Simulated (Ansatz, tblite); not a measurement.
**The cluster HfSi₅: a ladder of methods and basis sets**

An exercise on one series of results from a longer session: the logs are not shown, and one member is left open.

The runs use Ansatz 0.2.0, Gaussian basis; as each input shows.

Plan: GFN2-xTB, PBE-D4/def2-TZVP, r2SCAN-D4/def2-TZVP, BLYP-D4/def2-TZVP, revPBE-D4/def2-TZVP, PBE-D4/def2-SVP, PBE0-D4/def2-SVP, PBE0-D4/def2-TZVPD, PBE-D4/def2-TZVPD, r2SCAN-D4/def2-TZVPD, CCSD(T)/def2-TZVP, RPA/def2-TZVP.

2 further runs of the same task are left out: 2 set aside as unsound or not needed.

### The geometry

The geometry is that of the singlet, from an earlier relaxation (PBE0-D4/def2-SVP). At that level it is the lowest of the isomers that a small search found.

6 atoms, charge 0, spin multiplicity 1.

Bond lengths: Hf1–Si2 2.640 Å, Hf1–Si3 2.551 Å, Hf1–Si4 2.508 Å, Hf1–Si6 2.640 Å, Si2–Si3 2.423 Å, Si2–Si4 2.443 Å, Si2–Si5 2.377 Å, Si3–Si6 2.421 Å, Si4–Si6 2.443 Å, Si5–Si6 2.377 Å. Angles: Si2–Hf1–Si3 55.6°, Si2–Hf1–Si4 56.6°, Si2–Hf1–Si6 55.5°, Si3–Hf1–Si4 101.8°, Si3–Hf1–Si6 55.6°, Si4–Hf1–Si6 56.6°, Hf1–Si2–Si3 60.3°, Hf1–Si2–Si4 59.0°, Hf1–Si2–Si5 111.4°, Si3–Si2–Si4 107.6°, Si3–Si2–Si5 110.7°, Si4–Si2–Si5 62.9°, Hf1–Si3–Si2 64.1°, Hf1–Si3–Si6 64.1° and more.

As a file:

```mol
HfSi5
  3D, bonds by distance, orders not assigned

  6 12  0  0  0  0  0  0  0  0999 V2000
    1.9062    0.1464    0.5204 Hf  0  0
   -0.2994    1.1485   -0.5281 Si  0  0
    1.1165   -0.2926   -1.8649 Si  0  0
   -0.2671    0.2981    1.7622 Si  0  0
   -2.2268   -0.0265    0.2176 Si  0  0
   -0.2294   -1.2738   -0.1072 Si  0  0
  1  2  8  0
  1  3  8  0
  1  4  8  0
  1  6  8  0
  2  3  8  0
  2  4  8  0
  2  5  8  0
  2  6  8  0
  3  6  8  0
  4  5  8  0
  4  6  8  0
  5  6  8  0
M  END
```

Hf takes a core potential in the def2 sets. No spin-orbit coupling is included.

PBE0-D4/def2-TZVP was run before; its log isn't repeated, and its numbers join the tables.

The first run:

Tight binding, by tblite at 300 K electronic temperature and without a spin-polarisation term:

```python
tblite.interface.Calculator('GFN2-xTB', numbers, positions, charge=0, uhf=0).singlepoint()
```

start.molden holds the orbitals of an earlier run on this state, given as this run's starting guess.

in.yaml

```yaml
crystal:
  periodic: [false, false, false]
  atoms:
    - {symbol: Hf, position_ang: [1.906155, 0.146353, 0.520375]}
    - {symbol: Si, position_ang: [-0.299355, 1.148496, -0.528092]}
    - {symbol: Si, position_ang: [1.116526, -0.292629, -1.864905]}
    - {symbol: Si, position_ang: [-0.267097, 0.298055, 1.762208]}
    - {symbol: Si, position_ang: [-2.226836, -0.026463, 0.217642]}
    - {symbol: Si, position_ang: [-0.229393, -1.273812, -0.107229]}
basis:
  gaussian: {orbitals: def2-TZVP, initial_orbitals: start.molden}
hamiltonian: {xc: pbe, dispersion: d4}
scf: {omitted_lower_state_checks: [starts]}
output: {forces: true, orbitals: {seedname: orbitals}}
```

Command:

```sh
$ ansatz run in.yaml --threads 4 --pin off --events-out ev --progress --plain --max-ram 4787MiB
```

Among the steps run: PBE-D4/def2-TZVP; r2SCAN-D4/def2-TZVP; BLYP-D4/def2-TZVP; revPBE-D4/def2-TZVP; PBE-D4/def2-SVP; PBE0-D4/def2-SVP; PBE0-D4/def2-TZVPD; PBE-D4/def2-TZVPD; r2SCAN-D4/def2-TZVPD; CCSD(T)/def2-TZVP; RPA/def2-TZVP.

One table of the session follows, with a row left open; its other results are not shown here.

It belongs to the step «Binding energy». 

| level | binding an atom (eV) |
| --- | --- |
| HF/def2-TZVP | 1.793 |
| PBE-D4/def2-SVP | ? |
| PBE-D4/def2-TZVP | 3.743 |
| PBE-D4/def2-TZVPD | 3.744 |
| revPBE-D4/def2-TZVP | 3.626 |
| BLYP-D4/def2-TZVP | 3.353 |
| r2SCAN-D4/def2-TZVP | 3.620 |
| r2SCAN-D4/def2-TZVPD | 3.622 |
| PBE0-D4/def2-SVP | 3.501 |
| PBE0-D4/def2-TZVP | 3.584 |
| PBE0-D4/def2-TZVPD | 3.586 |
| RPA/def2-TZVP | 3.084 |
| MP2/def2-TZVP | 3.782 |
| CCSD/def2-TZVP | 3.079 |
| CCSD(T)/def2-TZVP | 3.378 |

Estimate the missing values for PBE-D4/def2-SVP.

The run gave: binding an atom (eV): 3.678. In the column «binding an atom (eV)» it lies between revPBE-D4/def2-TZVP (3.626) and PBE-D4/def2-TZVP (3.743).

Caveats from the session: Free atoms were run apart at each level; binding is atoms less cluster, divided by the number of atoms, without zero-point or spin-orbit terms.
